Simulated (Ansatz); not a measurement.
**CH4BF2Sb: one species, many methods**

The task here is to estimate one member of a computed series from the others.

The runs use Ansatz 0.2.0, Gaussian basis; functionals in def2-TZVPP, the program's frozen cores in correlated methods.

Levels to be run: LDA (SPW92), PBE-D4, revPBE-D4, BLYP-D4, r2SCAN-D4, B97M-V, PBE0-D4, B3LYP-D4, r2SCANh-D4, r2SCAN0-D4, HSE06-D4, BHLYP-D4, CAM-B3LYP-D4, LC-ωPBE, ωB97X-V, ωB97M-V, B2PLYP, PBE-QIDH; CCSD(T)/def2-SVP; CCSD(T)/def2-TZVPP; MP2/def2-QZVPP; extrapolation to the limit; RPA on PBE.

1 further run of the same task is left out (for a known fault of the program). Runs told in other sessions of the task aren't counted.

### Structure used throughout

The geometry comes from an earlier relaxation with PBE0-D4 in a triple-zeta def2 set; it is a stationary point, not always the lowest conformer. Sb takes the def2 core potential; no spin-orbit term is included.

SMILES `C[BH][Sb]([F])[F]`, 9 atoms, charge 0, spin multiplicity 1.

Atoms are counted from 1 here; the program's logs count them from 0.

Bond lengths: C1–B2 1.538 Å, C1–H6 1.091 Å, C1–H7 1.107 Å, C1–H8 1.092 Å, B2–Sb3 2.289 Å, B2–H9 1.198 Å, Sb3–F4 1.919 Å, Sb3–F5 1.922 Å. Angles: B2–C1–H6 116.0°, B2–C1–H7 101.5°, B2–C1–H8 115.1°, H6–C1–H7 105.5°, H6–C1–H8 111.4°, H7–C1–H8 105.7°, C1–B2–Sb3 120.0°, C1–B2–H9 122.3°, Sb3–B2–H9 117.3°, B2–Sb3–F4 93.2°, B2–Sb3–F5 88.4°, F4–Sb3–F5 95.1°.

The first run:

File in.yaml:

```yaml
crystal:
  periodic: [false, false, false]
  atoms:
    - {symbol: C, position_ang: [-1.077966, -0.352989, 0.444108]}
    - {symbol: B, position_ang: [0.417742, -0.184223, 0.759362]}
    - {symbol: Sb, position_ang: [1.942695, -0.094559, -0.945949]}
    - {symbol: F, position_ang: [0.609249, -0.370068, -2.297905]}
    - {symbol: F, position_ang: [1.771309, 1.819886, -0.924410]}
    - {symbol: H, position_ang: [-1.315001, -0.850425, -0.496984]}
    - {symbol: H, position_ang: [-1.395877, 0.699263, 0.311700]}
    - {symbol: H, position_ang: [-1.682692, -0.744243, 1.265298]}
    - {symbol: H, position_ang: [0.819044, 0.031256, 1.867679]}
basis:
  gaussian: {orbitals: def2-TZVPP}
hamiltonian: {xc: lda}
output: {orbitals: {seedname: orbitals}}
```

Launch:

```
ansatz run in.yaml --threads 4 --pin off --events-out ev --progress --plain --max-ram 10444MiB
```

Among the steps run: LDA; PBE-D4 (GGA); revPBE-D4 (GGA); BLYP-D4 (GGA); r2SCAN-D4 (meta-GGA); B97M-V (meta-GGA); B3LYP-D4 (hybrid); r2SCANh-D4 (hybrid); r2SCAN0-D4 (hybrid); HSE06-D4 (hybrid); BHLYP-D4 (hybrid); CAM-B3LYP-D4 (range-separated); LC-ωPBE (range-separated); ωB97X-V (range-separated); ωB97M-V (range-separated); B2PLYP (double hybrid); PBE-QIDH (double hybrid).

One table of the session follows, with a row left open; its other results are not shown here.

It belongs to the step «Orbital energies across the functionals». 

| functional | HOMO (eV) | LUMO (eV) | gap (eV) |
| --- | --- | --- | --- |
| LDA (SPW92) | -6.05 | -3.71 | 2.34 |
| PBE-D4 | -5.88 | -3.43 | 2.46 |
| revPBE-D4 | -5.83 | -3.31 | 2.52 |
| BLYP-D4 | -5.78 | -3.27 | 2.51 |
| r2SCAN-D4 | -6.15 | -3.18 | 2.97 |
| B97M-V | -6.15 | -3.20 | 2.96 |
| PBE0-D4 | -7.05 | -2.55 | 4.50 |
| B3LYP-D4 | -6.87 | -2.75 | 4.12 |
| r2SCANh-D4 | -6.57 | -2.87 | 3.70 |
| r2SCAN0-D4 | -7.21 | -2.41 | 4.80 |
| HSE06-D4 | -6.65 | -2.93 | 3.73 |
| BHLYP-D4 | -8.10 | -1.61 | 6.49 |
| CAM-B3LYP-D4 | ? | ? | ? |
| LC-ωPBE | -9.57 | -0.30 | 9.26 |
| ωB97X-V | -9.25 | -0.41 | 8.84 |
| ωB97M-V | -9.11 | -0.62 | 8.49 |

Estimate the missing values for CAM-B3LYP-D4.

As computed: HOMO (eV): -8.33; LUMO (eV): -1.47; gap (eV): 6.86. In the column «HOMO (eV)» it lies between ωB97M-V (-9.11) and BHLYP-D4 (-8.10).
